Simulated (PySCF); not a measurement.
# Te: excitation energy in aug-cc-pV5Z-PP with ECP28

Each state of tellurium is computed at each level; their differences give the excitation energy. How far do the methods differ?

Program: PySCF 2.14.0. Level of theory: unrestricted determinants in a Gaussian basis, no spin-orbit coupling in the energies. These are calculated values, not measurements, unless marked.

## Step 1: The system

```
Element                                   : tellurium (Z = 52)
Basis                                     : aug-cc-pV5Z-PP with ECP28MDF (8s8p6d4f3g2h, 139 functions)
Hamiltonian                               : scalar relativity through the core potential
State 1                                   : Te: [Kr] 4d10 5s1 5p5, high-spin 3P determinant (an excited configuration)
Needed too, but not shown                 : Te [Kr] 4d10 5s2 5p4 (3P)
Methods                                   : UHF, LDA, PBE, PBE0, r2SCAN, TPSS, M06-2X, revPBE, MP2
Core shells frozen in the correlated runs : valence: 4s2 4p6 4d10 (for Te)
```

Outer shells as boxes (Hund's rule):

Te [Kr] 4d10 5s1 5p5
```
[Kr] core
4d [↑↓][↑↓][↑↓][↑↓][↑↓]
5s [↑ ]
5p [↑↓][↑↓][↑ ]
```

One driver process ran all states and methods and kept the integrals in memory. Each run is shown as a PySCF script that sums up its settings (the driver passes frozen orbitals as a list and adds second-order terms of double hybrids); the logs are those of the runs themselves. The driver starts from symmetry-adapted Hartree-Fock orbitals, holds the occupation by maximum overlap and uses a logarithmic radial grid for functionals, so a plain start would take other cycles.

The integrals over 139 functions and the set-up took 12 s of CPU time.

## Step 2: Te [Kr] 4d10 5s1 5p5: the ladder of methods

**UHF**

File input.py:

```python
from pyscf import gto, scf, dft, mp, cc
import basis_set_exchange as bse
txt = bse.get_basis("aug-cc-pV5Z-PP", elements=["Te"], fmt="nwchem", header=False)
cut = txt.index("\nECP")
mol = gto.M(atom="Te 0 0 0", charge=0, spin=2, symmetry="D2h",
            basis=gto.basis.parse(txt[:cut]),
            ecp={"Te": gto.basis.parse_ecp(txt[cut:])})
mf = scf.UHF(mol)
mf.irrep_nelec = {'Ag': (4, 3), 'B1g': (1, 1), 'B2g': (1, 1), 'B3g': (1, 1), 'B1u': (2, 2), 'B2u': (2, 2), 'B3u': (2, 1)}
mf.kernel()
```

Log:

```text
damping factor = 0
level_shift factor = 0
DIIS = <class 'pyscf.scf.diis.CDIIS'>
diis_start_cycle = 1
diis_space = 10
diis_damp = 0
SCF conv_tol = 1e-09
SCF conv_tol_grad = None
number electrons alpha = 13  beta = 11
cycle= 1 E= -266.639727810822  delta_E= -0.00296  |g|= 0.0158  |ddm|= 0.0656
cycle= 2 E= -266.639983142578  delta_E= -0.000255  |g|= 0.00599  |ddm|= 0.0181
cycle= 3 E= -266.640030123646  delta_E= -4.7e-05  |g|= 0.000776  |ddm|= 0.0115
cycle= 4 E= -266.640030983791  delta_E= -8.6e-07  |g|= 0.000312  |ddm|= 0.00262
cycle= 5 E= -266.640031094174  delta_E= -1.1e-07  |g|= 0.000108  |ddm|= 0.0011
cycle= 6 E= -266.640031124284  delta_E= -3.01e-08  |g|= 3.02e-05  |ddm|= 0.000662
cycle= 7 E= -266.640031126803  delta_E= -2.52e-09  |g|= 3.82e-06  |ddm|= 0.000234
cycle= 8 E= -266.640031126827  delta_E= -2.4e-11  |g|= 5.27e-07  |ddm|= 2.16e-05
converged SCF energy = -266.640031126827  <S^2> = 2.0449737  2S+1 = 3.0298341
```

CPU time 6.3 s on a shared host, the integrals not counted.

The occupied shells:

| shell | electrons | mean orbital energy (eV) | spread (eV) | rms radius (bohr) |
| --- | --- | --- | --- | --- |
| 4s α | 1 | -196.16 | 0 | 0.820 |
| 4s β | 1 | -195.38 | 0 | 0.820 |
| 4p α | 3 | -140.78 | 0.420 | 0.881 |
| 4p β | 3 | -140.28 | 0.051 | 0.881 |
| 4d α | 5 | -55.134 | 0.472 | 1.04 |
| 4d β | 5 | -54.654 | 0.238 | 1.04 |
| 5s α | 1 | -24.166 | 0 | 2.24 |
| 5p α | 3 | -11.388 | 1.338 | 2.88 |
| 5p β | 2 | -7.647 | 0 | 2.88 |

⟨S²⟩ = 2.045, ⟨L²⟩ = 2.02.

Energies and moments cover only the electrons outside the core potential.

**LDA**

input.py differs from the last one in:

```diff
@@ -7,3 +7,3 @@
             ecp={"Te": gto.basis.parse_ecp(txt[cut:])})
-mf = scf.UHF(mol)
+mf = dft.UKS(mol, xc="LDA,VWN")
 mf.irrep_nelec = {'Ag': (4, 3), 'B1g': (1, 1), 'B2g': (1, 1), 'B3g': (1, 1), 'B1u': (2, 2), 'B2u': (2, 2), 'B3u': (2, 1)}
```

Log:

```text
damping factor = 0
level_shift factor = 0
DIIS = <class 'pyscf.scf.diis.CDIIS'>
diis_start_cycle = 1
diis_space = 10
diis_damp = 0
SCF conv_tol = 1e-09
SCF conv_tol_grad = None
number electrons alpha = 13  beta = 11
XC functionals = LDA,VWN
    P. A. M. Dirac.,  Math. Proc. Cambridge Philos. Soc. 26, 376 (1930)
    F. Bloch.,  Z. Phys. 57, 545 (1929)
    S. H. Vosko, L. Wilk, and M. Nusair.,  Can. J. Phys. 58, 1200 (1980)
cycle= 1 E= -267.240980499603  delta_E= -0.0184  |g|= 0.0847  |ddm|=  1.2
cycle= 2 E= -267.242146018031  delta_E= -0.00117  |g|= 0.0475  |ddm|= 0.271
cycle= 3 E= -267.242489057229  delta_E= -0.000343  |g|= 0.00399  |ddm|=  0.1
cycle= 4 E= -267.242495211887  delta_E= -6.15e-06  |g|= 0.00106  |ddm|= 0.017
cycle= 5 E= -267.242495730606  delta_E= -5.19e-07  |g|= 9.24e-05  |ddm|= 0.00382
cycle= 6 E= -267.242495735322  delta_E= -4.72e-09  |g|= 3.88e-06  |ddm|= 0.000268
cycle= 7 E= -267.242495735334  delta_E= -1.17e-11  |g|= 1.5e-07  |ddm|= 1.46e-05
converged SCF energy = -267.242495735334  <S^2> = 2.0040118  2S+1 = 3.0026733
```

It used 1.4 s of CPU time after the integrals (shared host).

**PBE**

input.py differs from the last one in:

```diff
@@ -7,3 +7,3 @@
             ecp={"Te": gto.basis.parse_ecp(txt[cut:])})
-mf = dft.UKS(mol, xc="LDA,VWN")
+mf = dft.UKS(mol, xc="PBE")
 mf.irrep_nelec = {'Ag': (4, 3), 'B1g': (1, 1), 'B2g': (1, 1), 'B3g': (1, 1), 'B1u': (2, 2), 'B2u': (2, 2), 'B3u': (2, 1)}
```

Log:

```text
damping factor = 0
level_shift factor = 0
DIIS = <class 'pyscf.scf.diis.CDIIS'>
diis_start_cycle = 1
diis_space = 10
diis_damp = 0
SCF conv_tol = 1e-09
SCF conv_tol_grad = None
number electrons alpha = 13  beta = 11
XC functionals = PBE
    J. P. Perdew, K. Burke, and M. Ernzerhof.,  Phys. Rev. Lett. 77, 3865 (1996)
    J. P. Perdew, K. Burke, and M. Ernzerhof.,  Phys. Rev. Lett. 78, 1396 (1997)
    J. P. Perdew, K. Burke, and M. Ernzerhof.,  Phys. Rev. Lett. 77, 3865 (1996)
    J. P. Perdew, K. Burke, and M. Ernzerhof.,  Phys. Rev. Lett. 78, 1396 (1997)
cycle= 1 E= -267.633801689614  delta_E= -0.014  |g|= 0.0331  |ddm|=  1.2
cycle= 2 E= -267.634343623902  delta_E= -0.000542  |g|= 0.015  |ddm|= 0.175
cycle= 3 E= -267.634514782228  delta_E= -0.000171  |g|= 0.00903  |ddm|= 0.0869
cycle= 4 E= -267.634535459315  delta_E= -2.07e-05  |g|= 0.000583  |ddm|= 0.0246
cycle= 5 E= -267.63453570195  delta_E= -2.43e-07  |g|= 7.5e-05  |ddm|= 0.00242
cycle= 6 E= -267.634535705202  delta_E= -3.25e-09  |g|= 4.95e-06  |ddm|= 0.000187
cycle= 7 E= -267.634535705219  delta_E= -1.72e-11  |g|= 3.01e-07  |ddm|= 2.12e-05
converged SCF energy = -267.634535705219  <S^2> = 2.0060066  2S+1 = 3.0040017
```

It used 1.9 s of CPU time after the integrals (shared host).

**PBE0**

input.py differs from the last one in:

```diff
@@ -7,3 +7,3 @@
             ecp={"Te": gto.basis.parse_ecp(txt[cut:])})
-mf = dft.UKS(mol, xc="PBE")
+mf = dft.UKS(mol, xc="PBE0")
 mf.irrep_nelec = {'Ag': (4, 3), 'B1g': (1, 1), 'B2g': (1, 1), 'B3g': (1, 1), 'B1u': (2, 2), 'B2u': (2, 2), 'B3u': (2, 1)}
```

Log:

```text
damping factor = 0
level_shift factor = 0
DIIS = <class 'pyscf.scf.diis.CDIIS'>
diis_start_cycle = 1
diis_space = 10
diis_damp = 0
SCF conv_tol = 1e-09
SCF conv_tol_grad = None
number electrons alpha = 13  beta = 11
XC functionals = PBE0
    C. Adamo and V. Barone.,  J. Chem. Phys. 110, 6158 (1999)
    M. Ernzerhof and G. E. Scuseria.,  J. Chem. Phys. 110, 5029 (1999)
cycle= 1 E= -267.647461947782  delta_E= -0.00978  |g|= 0.0228  |ddm|= 0.86
cycle= 2 E= -267.647868707125  delta_E= -0.000407  |g|= 0.00843  |ddm|= 0.092
cycle= 3 E= -267.647911064382  delta_E= -4.24e-05  |g|= 0.00556  |ddm|= 0.043
cycle= 4 E= -267.647919710616  delta_E= -8.65e-06  |g|= 0.000761  |ddm|= 0.0137
cycle= 5 E= -267.647920554301  delta_E= -8.44e-07  |g|= 5.19e-05  |ddm|= 0.00399
cycle= 6 E= -267.647920557443  delta_E= -3.14e-09  |g|= 7.7e-06  |ddm|= 0.000249
cycle= 7 E= -267.647920557494  delta_E= -5.08e-11  |g|= 8.29e-07  |ddm|= 2.83e-05
converged SCF energy = -267.647920557494  <S^2> = 2.009541  2S+1 = 3.006354
```

CPU time 4.2 s on a shared host, the integrals not counted.

**r2SCAN**

input.py differs from the last one in:

```diff
@@ -7,3 +7,3 @@
             ecp={"Te": gto.basis.parse_ecp(txt[cut:])})
-mf = dft.UKS(mol, xc="PBE0")
+mf = dft.UKS(mol, xc="R2SCAN")
 mf.irrep_nelec = {'Ag': (4, 3), 'B1g': (1, 1), 'B2g': (1, 1), 'B3g': (1, 1), 'B1u': (2, 2), 'B2u': (2, 2), 'B3u': (2, 1)}
```

Log:

```text
damping factor = 0
level_shift factor = 0
DIIS = <class 'pyscf.scf.diis.CDIIS'>
diis_start_cycle = 1
diis_space = 10
diis_damp = 0
SCF conv_tol = 1e-09
SCF conv_tol_grad = None
number electrons alpha = 13  beta = 11
XC functionals = R2SCAN
    J. W. Furness, A. D. Kaplan, J. Ning, J. P. Perdew, and J. Sun.,  J. Phys. Chem. Lett. 11, 8208-8215 (2020)
    J. W. Furness, A. D. Kaplan, J. Ning, J. P. Perdew, and J. Sun.,  J. Phys. Chem. Lett. 11, 9248-9248 (2020)
    J. W. Furness, A. D. Kaplan, J. Ning, J. P. Perdew, and J. Sun.,  J. Phys. Chem. Lett. 11, 8208-8215 (2020)
    J. W. Furness, A. D. Kaplan, J. Ning, J. P. Perdew, and J. Sun.,  J. Phys. Chem. Lett. 11, 9248-9248 (2020)
cycle= 1 E= -267.746910303409  delta_E= -0.0108  |g|= 0.0254  |ddm|=  1.1
cycle= 2 E= -267.747308649558  delta_E= -0.000398  |g|= 0.0198  |ddm|= 0.148
cycle= 3 E= -267.747443850869  delta_E= -0.000135  |g|= 0.00444  |ddm|= 0.0657
cycle= 4 E= -267.747452723354  delta_E= -8.87e-06  |g|= 0.000994  |ddm|= 0.0131
cycle= 5 E= -267.747454228388  delta_E= -1.51e-06  |g|= 9.78e-05  |ddm|= 0.00655
cycle= 6 E= -267.747454242924  delta_E= -1.45e-08  |g|= 1.8e-05  |ddm|= 0.00064
cycle= 7 E= -267.747454243358  delta_E= -4.35e-10  |g|= 2.46e-06  |ddm|= 0.0001
converged SCF energy = -267.747454243358  <S^2> = 2.0159232  2S+1 = 3.0105967
```

It used 3.7 s of CPU time after the integrals (shared host).

**TPSS**

input.py differs from the last one in:

```diff
@@ -7,3 +7,3 @@
             ecp={"Te": gto.basis.parse_ecp(txt[cut:])})
-mf = dft.UKS(mol, xc="R2SCAN")
+mf = dft.UKS(mol, xc="TPSS")
 mf.irrep_nelec = {'Ag': (4, 3), 'B1g': (1, 1), 'B2g': (1, 1), 'B3g': (1, 1), 'B1u': (2, 2), 'B2u': (2, 2), 'B3u': (2, 1)}
```

Log:

```text
damping factor = 0
level_shift factor = 0
DIIS = <class 'pyscf.scf.diis.CDIIS'>
diis_start_cycle = 1
diis_space = 10
diis_damp = 0
SCF conv_tol = 1e-09
SCF conv_tol_grad = None
number electrons alpha = 13  beta = 11
XC functionals = TPSS
    J. Tao, J. P. Perdew, V. N. Staroverov, and G. E. Scuseria.,  Phys. Rev. Lett. 91, 146401 (2003)
    J. P. Perdew, J. Tao, V. N. Staroverov, and G. E. Scuseria.,  J. Chem. Phys. 120, 6898 (2004)
    J. Tao, J. P. Perdew, V. N. Staroverov, and G. E. Scuseria.,  Phys. Rev. Lett. 91, 146401 (2003)
    J. P. Perdew, J. Tao, V. N. Staroverov, and G. E. Scuseria.,  J. Chem. Phys. 120, 6898 (2004)
cycle= 1 E= -267.540191597205  delta_E= -0.013  |g|= 0.0334  |ddm|= 1.04
cycle= 2 E= -267.540650208206  delta_E= -0.000459  |g|= 0.0108  |ddm|= 0.136
cycle= 3 E= -267.540718641289  delta_E= -6.84e-05  |g|= 0.00333  |ddm|= 0.0468
cycle= 4 E= -267.540722667545  delta_E= -4.03e-06  |g|= 0.00141  |ddm|= 0.0131
cycle= 5 E= -267.540723196596  delta_E= -5.29e-07  |g|= 5.88e-05  |ddm|= 0.0044
cycle= 6 E= -267.540723198248  delta_E= -1.65e-09  |g|= 4.77e-06  |ddm|= 0.000145
cycle= 7 E= -267.540723198262  delta_E= -1.32e-11  |g|= 2.65e-07  |ddm|= 1.87e-05
converged SCF energy = -267.540723198262  <S^2> = 2.0067305  2S+1 = 3.0044836
```

It used 3.9 s of CPU time after the integrals (shared host).

**M06-2X**

input.py differs from the last one in:

```diff
@@ -7,3 +7,3 @@
             ecp={"Te": gto.basis.parse_ecp(txt[cut:])})
-mf = dft.UKS(mol, xc="TPSS")
+mf = dft.UKS(mol, xc="M062X")
 mf.irrep_nelec = {'Ag': (4, 3), 'B1g': (1, 1), 'B2g': (1, 1), 'B3g': (1, 1), 'B1u': (2, 2), 'B2u': (2, 2), 'B3u': (2, 1)}
```

Log:

```text
damping factor = 0
level_shift factor = 0
DIIS = <class 'pyscf.scf.diis.CDIIS'>
diis_start_cycle = 1
diis_space = 10
diis_damp = 0
SCF conv_tol = 1e-09
SCF conv_tol_grad = None
number electrons alpha = 13  beta = 11
XC functionals = M062X
    Y. Zhao and D. G. Truhlar.,  Theor. Chem. Acc. 120, 215 (2008)
    Y. Zhao and D. G. Truhlar.,  Theor. Chem. Acc. 120, 215 (2008)
cycle= 1 E= -267.58242038131  delta_E= -0.00654  |g|= 0.0243  |ddm|= 0.562
cycle= 2 E= -267.582587922021  delta_E= -0.000168  |g|= 0.00568  |ddm|= 0.149
cycle= 3 E= -267.58259722449  delta_E= -9.3e-06  |g|= 0.00255  |ddm|= 0.0154
cycle= 4 E= -267.582598703308  delta_E= -1.48e-06  |g|= 0.000459  |ddm|= 0.00907
cycle= 5 E= -267.582598807903  delta_E= -1.05e-07  |g|= 8.54e-05  |ddm|= 0.00134
cycle= 6 E= -267.582598815931  delta_E= -8.03e-09  |g|= 1.38e-05  |ddm|= 0.000496
cycle= 7 E= -267.582598816147  delta_E= -2.16e-10  |g|= 1.69e-06  |ddm|= 9.59e-05
converged SCF energy = -267.582598816147  <S^2> = 2.0281315  2S+1 = 3.0186961
```

CPU time 6.2 s on a shared host, the integrals not counted.

**revPBE**

input.py differs from the last one in:

```diff
@@ -7,3 +7,3 @@
             ecp={"Te": gto.basis.parse_ecp(txt[cut:])})
-mf = dft.UKS(mol, xc="M062X")
+mf = dft.UKS(mol, xc="PBE_R,PBE")
 mf.irrep_nelec = {'Ag': (4, 3), 'B1g': (1, 1), 'B2g': (1, 1), 'B3g': (1, 1), 'B1u': (2, 2), 'B2u': (2, 2), 'B3u': (2, 1)}
```

Log:

```text
damping factor = 0
level_shift factor = 0
DIIS = <class 'pyscf.scf.diis.CDIIS'>
diis_start_cycle = 1
diis_space = 10
diis_damp = 0
SCF conv_tol = 1e-09
SCF conv_tol_grad = None
number electrons alpha = 13  beta = 11
XC functionals = PBE_R,PBE
    Y. Zhang and W. Yang.,  Phys. Rev. Lett. 80, 890 (1998)
    J. P. Perdew, K. Burke, and M. Ernzerhof.,  Phys. Rev. Lett. 77, 3865 (1996)
    J. P. Perdew, K. Burke, and M. Ernzerhof.,  Phys. Rev. Lett. 78, 1396 (1997)
cycle= 1 E= -267.69239825328  delta_E= -0.0132  |g|= 0.029  |ddm|= 1.23
cycle= 2 E= -267.692871301332  delta_E= -0.000473  |g|= 0.017  |ddm|= 0.176
cycle= 3 E= -267.693057929571  delta_E= -0.000187  |g|= 0.00895  |ddm|= 0.0876
cycle= 4 E= -267.693073983112  delta_E= -1.61e-05  |g|= 0.000673  |ddm|= 0.021
cycle= 5 E= -267.693074401744  delta_E= -4.19e-07  |g|= 7.72e-05  |ddm|= 0.00332
cycle= 6 E= -267.693074405387  delta_E= -3.64e-09  |g|= 5.48e-06  |ddm|= 0.000218
cycle= 7 E= -267.693074405406  delta_E= -1.92e-11  |g|= 3.08e-07  |ddm|= 2.43e-05
converged SCF energy = -267.693074405406  <S^2> = 2.0073532  2S+1 = 3.0048981
```

It used 2.1 s of CPU time after the integrals (shared host).

**MP2 (valence)**

input.py differs from the last one in:

```diff
@@ -7,4 +7,5 @@
             ecp={"Te": gto.basis.parse_ecp(txt[cut:])})
-mf = dft.UKS(mol, xc="PBE_R,PBE")
+mf = scf.UHF(mol)
 mf.irrep_nelec = {'Ag': (4, 3), 'B1g': (1, 1), 'B2g': (1, 1), 'B3g': (1, 1), 'B1u': (2, 2), 'B2u': (2, 2), 'B3u': (2, 1)}
 mf.kernel()
+mp.UMP2(mf, frozen=9).kernel()
```

No log was kept for this step.

It used 1.9 s of CPU time after the integrals (shared host).

With 6 electrons correlated, the MP2 correlation energy is -0.12980 hartree (-0.02335 same spin, -0.10645 opposite spin); the SCS form gives -0.13553. Largest pairs of shells: 5p-5p -0.1129, 5s-5p -0.0169, 5s-5s 0.0000.

Radial density 4πr²ρ of Te at UHF, the electrons outside the core potential:

| r (bohr) | density | spin density |
| --- | --- | --- |
| 0.00224 | 2.63e-05 | 0.000 |
| 0.00377 | 6.96e-05 | 0.000 |
| 0.00634 | 0.000173 | 0.000 |
| 0.0107 | 0.000402 | 0.000 |
| 0.0179 | 0.000814 | 0.000 |
| 0.0302 | 0.00137 | 0.000 |
| 0.0508 | 0.00189 | 0.000 |
| 0.0854 | 0.00389 | 0.000 |
| 0.144 | 0.0284 | 0.000 |
| 0.242 | 0.383 | 0.003 |
| 0.406 | 5.81 | 0.086 |
| 0.684 | 25.6 | 0.189 |
| 1.15 | 12.2 | 0.196 |
| 1.93 | 3.64 | 1.334 |
| 3.25 | 1.41 | 0.318 |
| 5.47 | 0.114 | -0.027 |
| 9.21 | 0.00110 | -0.001 |

## Step 3: Differences of total energies

Excitation energy: Te [Kr] 4d10 5s2 5p4 (3P) → Te [Kr] 4d10 5s1 5p5 (3P).

| method | value (eV) |
| --- | --- |
| UHF | 9.987 |
| LDA | 9.382 |
| PBE | 9.268 |
| PBE0 | 9.480 |
| r2SCAN | 9.360 |
| TPSS | 9.255 |
| M06-2X | 9.262 |
| revPBE | 9.224 |
| MP2 (valence) | 9.185 |
| SCS-MP2 (valence) | 9.083 |

The differences also use runs on Te [Kr] 4d10 5s2 5p4 (3P), which are not shown here.

## Step 4: Summary of results

| quantity | value |
| --- | --- |
| excitation energy, Te → [Kr] 4d10 5s1 5p5 | UHF 9.987, MP2 (valence) 9.185 eV |

**Reading.** The methods span 0.904 eV, from SCS-MP2 (valence) (9.083) to UHF (9.987). No reference value is at hand in this session. All values hold for this basis alone; no basis-set limit was taken.
